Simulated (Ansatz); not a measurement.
# Si: a relaxation

Aim: relax the cell and atoms of Si.

Method: DFT r2SCAN, scalar-relativistic, plane waves, PAW, in Ansatz 0.2.0.

2 further runs of the same task are left out: 2 set aside as unsound or not needed.

**1. Starting point**

It takes space group Fmmm (No. 69, orthorhombic). Conventional cell: a = 4.845 Å, b = 5.320 Å, c = 9.286 Å, α = 90.00°, β = 90.00°, γ = 90.00°. Around Si (site symmetry m2m) lie 5 Si at 2.42 to 2.51 Å. Around Si (site symmetry mm2) lie 6 Si at 2.48 to 2.72 Å.

As a file:

```cif
data_structure
_symmetry_space_group_name_H-M 'Fmmm'
_symmetry_Int_Tables_number 69
_cell_length_a 4.8445
_cell_length_b 5.3198
_cell_length_c 9.2865
_cell_angle_alpha 90.000
_cell_angle_beta 90.000
_cell_angle_gamma 90.000
_cell_volume 239.33
loop_
_atom_site_label
_atom_site_type_symbol
_atom_site_symmetry_multiplicity
_atom_site_Wyckoff_symbol
_atom_site_fract_x
_atom_site_fract_y
_atom_site_fract_z
_atom_site_occupancy
Si1 Si 8 h 0.50000 0.22739 0.00000 1
Si2 Si 8 i 0.50000 0.00000 0.27977 1
```

The structure comes from the Materials Project (structure only).

(A quick probe on a coarse mesh, which set the mesh and smearing, is not shown.)

**3. Full relaxation**

input.yaml reads:

```yaml
crystal:
  lattice:
    - [0.0, 2.65989848, 4.6432435421]
    - [2.4222677723, 0.0, 4.6432435421]
    - [2.4222677723, 2.65989848, 0.0]
  atoms:
    - { symbol: Si, position: [0.72739428, 0.27260572, 0.72739428] }
    - { symbol: Si, position: [0.27260572, 0.72739428, 0.27260572] }
    - { symbol: Si, position: [0.7797693, 0.7797693, 0.2202307] }
    - { symbol: Si, position: [0.2202307, 0.2202307, 0.7797693] }
basis:
  ecutwfc: 500
kpoints:
  mp_grid: { grid: [12, 12, 12] }
hamiltonian:
  xc: r2scan
scf:
  occupations: { method: gaussian, width: 0.1 }
output:
  forces: true
  stress: true
  eigenvalues: true
  write_density: true
  write_potential: true
  elf: true
  volumetric_format: npy
relax:
  adjacent_minimum: "off"
  f_tol: 0.005
  max_steps: 80
  cell: { stress_tol: 0.05 }
```

Launch:

```sh
> ansatz run input.yaml --threads 1 --pin off --max-ram 2560MiB --backend cpu --events-out ev --progress --plain --runs-dir out
```

Q: Predict the outcome of this session. Wanted: relaxed cell; volume; gap on the mesh.

As calculated:

| quantity | value |
| --- | --- |
| relaxed cell (conventional) | a = 4.901 Å, b = 5.342 Å, c = 9.298 Å, α = 90.00°, β = 90.00°, γ = 90.00° |
| space group (0.01 Å) | Fmmm (No. 69) |
| volume | 15.21 Å³/atom |
| gap on the mesh | none (metal) |

**Reading.** The relaxed volume is 1.7 % larger than at the start.
